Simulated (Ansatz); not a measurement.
What does this script print? It uses Ansatz 0.2.0 through its Python package.

Script `bde.py`:
```python
# -*- coding: utf-8 -*-
"""Cost of removing each kind of hydrogen from AsH3OSSe, fragments frozen."""

import ansatz as az


def energy(molecule, charge=0, unpaired=0):
    calc = (
        molecule.calculation()
        .basis(gaussian="cc-pVDZ")
        .functional("r2SCAN")
    )
    if charge:
        calc = calc.charge(charge)
    if unpaired:
        calc = calc.spin("collinear", total=unpaired)
    return calc.run(threads=1).report["free_energy_ev"]

GEOMETRY = """
O    -1.38010    0.23680   -1.18430
As    0.28800    0.87420   -0.89850
S    -0.04600    1.06890    1.32810
Se    1.26340   -1.33340   -0.71980
H    -1.62580   -0.37960   -0.49830
H     1.36850    1.21790    1.56950
H     0.19320   -1.75280    0.35750
"""

def without(molecule, index):
    rest = az.Crystal.molecule()
    for i, site in enumerate(molecule.cartesian_sites):
        if i != index:
            rest = rest.atom(site.symbol, site.position_ang)
    return rest


def main():
    molecule = az.Crystal.molecule()
    for line in GEOMETRY.strip().splitlines():
        symbol, *xyz = line.split()
        molecule = molecule.atom(symbol, [float(v) for v in xyz])

    whole = energy(molecule, 0)
    hydrogen = energy(az.Crystal.molecule().atom("H", (0, 0, 0)), 0, 1)
    print(f"E(molecule) = {whole:.5f} eV, E(H) = {hydrogen:.5f} eV")
    for index in [4, 5, 6]:
        radical = energy(without(molecule, index), 0, 1)
        print(f"H{index}: homolysis {(radical + hydrogen - whole):.3f} eV")


if __name__ == "__main__":
    main()
```

```console
$ python bde.py
E(molecule) = -139119.42116 eV, E(H) = -13.58415 eV
H4: homolysis 4.533 eV
H5: homolysis 3.546 eV
H6: homolysis 3.260 eV
```

Total energies depend on the basis set; only differences at equal settings carry meaning. The geometry is a force-field or estimated start, not a minimum of this method, and the basis set is short of its limit. All parts are taken at fixed geometry, without zero-point energy. The spin-orbit lowering of heavy atoms is left out. Finished in 49 s on 1 thread of Intel(R) Xeon(R) 6975P-C (Granite Rapids), with other jobs on the host, peak memory 0.36 GiB.

(A comment or docstring line of the script was reworded after the run, the code is as it ran; lines on the test bed's own set-up are left out of the output.)
